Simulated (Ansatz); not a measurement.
# Ru (Ruthenium): the cost of one run

All numbers are computed with Ansatz 0.2.0 through its Python package. Level of theory: DFT LDA, plane waves, PAW.

### 1 The structure

It takes space group P6_3/mmc (No. 194, hexagonal). The conventional cell has a = 2.706 Å, b = 2.706 Å, c = 4.282 Å, α = 90.00°, β = 90.00°, γ = 120.00°. Ru (site symmetry -6m2) is surrounded by 12 Ru at 2.65 to 2.71 Å.

No structure file is read: the coordinates are typed or built in the script.

### 2 Script

File ru.py:

```python
"""DFPT phonons of Ru."""

from pathlib import Path
import logging
import sys
import warnings

import ansatz as az
import numpy as np

logging.basicConfig(stream=sys.stdout, format="%(levelname)s:%(name)s:%(message)s")
logger = logging.getLogger("run")
logger.setLevel(logging.INFO)

warnings.simplefilter("ignore", az.DeckWarning)

structure = (
    az.Lattice.of([2.7058, 0.0, 0.0], [-1.3529, 2.343292, 0.0], [0.0, 0.0, 4.2819])
    .atom("Ru", [1 / 3, 2 / 3, 0.25])
    .atom("Ru", [2 / 3, 1 / 3, 0.75])
)

calculation = (
    structure.calculation()
    .functional(az.Functional.LDA)
    .pseudopotentials("paw")
    .occupations("Marzari-Vanderbilt")
    .kpoints(16, 16, 8)
    .phonons("dfpt", points=[(0, 0, 0), (0.5, 0.5, 0.5), (0.5, 0.5, 0)])
)
out = calculation.run(threads=1, pin="off", runs_dir="runs")
ph = out.phonons

for q in ph.qpoints:
    print("q =", np.round(q.q_frac, 3), "1/cm:", " ".join(f"{w:.1f}" for w in q.omega_inv_cm))
```

### 3 What the engine is handed

The engine receives this input:

```yaml
crystal:
  lattice:
    - [2.7058, 0.0, 0.0]
    - [-1.3529, 2.343292, 0.0]
    - [0.0, 0.0, 4.2819]
  atoms:
    - { symbol: Ru, position: [0.3333333333333333, 0.6666666666666666, 0.25] }
    - { symbol: Ru, position: [0.6666666666666666, 0.3333333333333333, 0.75] }
kpoints:
  mp_grid:
    grid: [16, 16, 8]
hamiltonian:
  xc: lda
  pseudopotentials:
    kind: paw
scf:
  occupations:
    method: cold
phonons:
  method: dfpt
  qpoints:
    - [0.0, 0.0, 0.0]
    - [0.5, 0.5, 0.5]
    - [0.5, 0.5, 0.0]
```

### 4 Running it

On the command line:

```bash
python ru.py
```

Q: Estimate wall time and peak memory on 1 thread of Intel Xeon Platinum 8259CL at 2.50GHz (Skylake/Cascade Lake), shared host.

About 2.5 min, with a peak of 1.3 GiB.
